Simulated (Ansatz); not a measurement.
Born–Oppenheimer molecular dynamics of a periodic cell of 23 atoms, Li3Mn4F16 (host LiMnF4, host structure C2/m, one Li atom removed). It starts from an unrelaxed structure (largest force component 1.28 eV/Å).

Computed with DFT PBEsol, scalar-relativistic, plane waves, PAW (Ansatz 0.2.0). Settings: accuracy low, cutoff 420 eV, k mesh 2x2x2, fermi-dirac smearing 0.05 eV, spin collinear.

| Quantity | Value |
| --- | --- |
| ensemble | NVT, Langevin thermostat |
| time step | 1 fs |
| steps asked | 100 |
| set temperature | 700 K |
| friction | 0.05 /fs |
| seed | 32627 |

First frame:

```xyz
23
Lattice="-6.5632 0.0000 0.0000 0.0000 -6.2410 0.0000 -0.3552 0.0000 6.2275" Properties=species:S:1:pos:R:3
Li 0.000 -3.120 0.000
Mn -3.370 -3.120 1.557
F -0.089 -1.829 1.557
F -0.089 -4.412 1.557
F -2.170 -3.120 3.010
F -4.571 -3.120 0.104
Li -0.178 -3.120 3.114
Mn -3.548 -3.120 4.671
F -0.266 -1.829 4.671
F -0.266 -4.412 4.671
F -2.348 -3.120 6.124
F -4.748 -3.120 3.218
Li -3.282 0.000 0.000
Mn -0.089 0.000 1.557
F -3.370 -4.949 1.557
F -3.370 -1.292 1.557
F -5.452 0.000 3.010
F -1.289 0.000 0.104
Mn -0.266 0.000 4.671
F -3.548 -4.949 4.671
F -3.548 -1.292 4.671
F -5.629 0.000 6.124
F -1.467 0.000 3.218
```

**Question.** What does the run give?

**Answer.** All steps were run.

| Quantity | Value |
| --- | --- |
| steps done | 100 |
| time covered | 100 fs |
| mean temperature over the second half | 691 K |
| spread of the potential energy over the second half | 14.5 meV per atom |
| mean potential energy of the second half above the start | 54.5 meV per atom |

A run of 0.1 ps of so small a system gives no equilibrium averages. No Hubbard correction was used and the magnetic state wasn't searched. Limits of this set-up: coarse k mesh, low accuracy level.

**Question.** What happens to the structure?

**Answer.** Mean squared displacements from the first frame to the last, about the centre of mass: Li 0.05 Å², Mn 0.01 Å², F 0.06 Å². This is one draw of velocities; another would differ in detail.

**Question.** How do temperature and energy run in time?

**Answer.** 
| time (fs) | T (K) | potential energy less start (eV) |
| --- | --- | --- |
| 0.0 | 670 | 0.000 |
| 3.0 | 801 | -0.085 |
| 6.0 | 844 | -0.042 |
| 9.0 | 831 | 0.138 |
| 12.0 | 515 | 0.366 |
| 15.0 | 554 | 0.507 |
| 18.0 | 573 | 0.636 |
| 21.0 | 548 | 0.734 |
| 24.0 | 635 | 0.736 |
| 27.0 | 652 | 0.792 |
| 30.0 | 621 | 0.875 |
| 33.0 | 544 | 1.016 |
| 36.0 | 533 | 1.123 |
| 39.0 | 724 | 1.154 |
| 42.0 | 759 | 1.175 |
| 45.0 | 678 | 1.296 |
| 48.0 | 669 | 1.423 |
| 51.0 | 763 | 1.520 |
| 54.0 | 806 | 1.611 |
| 57.0 | 782 | 1.631 |
| 60.0 | 822 | 1.592 |
| 63.0 | 896 | 1.540 |
| 66.0 | 829 | 1.515 |
| 69.0 | 701 | 1.538 |
| 72.0 | 593 | 1.524 |
| 75.0 | 472 | 1.407 |
| 78.0 | 511 | 1.238 |
| 81.0 | 599 | 1.110 |
| 84.0 | 559 | 1.016 |
| 87.0 | 581 | 0.946 |
| 90.0 | 623 | 0.899 |
| 93.0 | 656 | 0.831 |
| 96.0 | 759 | 0.720 |
| 99.0 | 881 | 0.663 |

Run time: 34 min on 2 threads of Arm Neoverse V1, with other jobs on the host, peak memory 0.86 GiB.
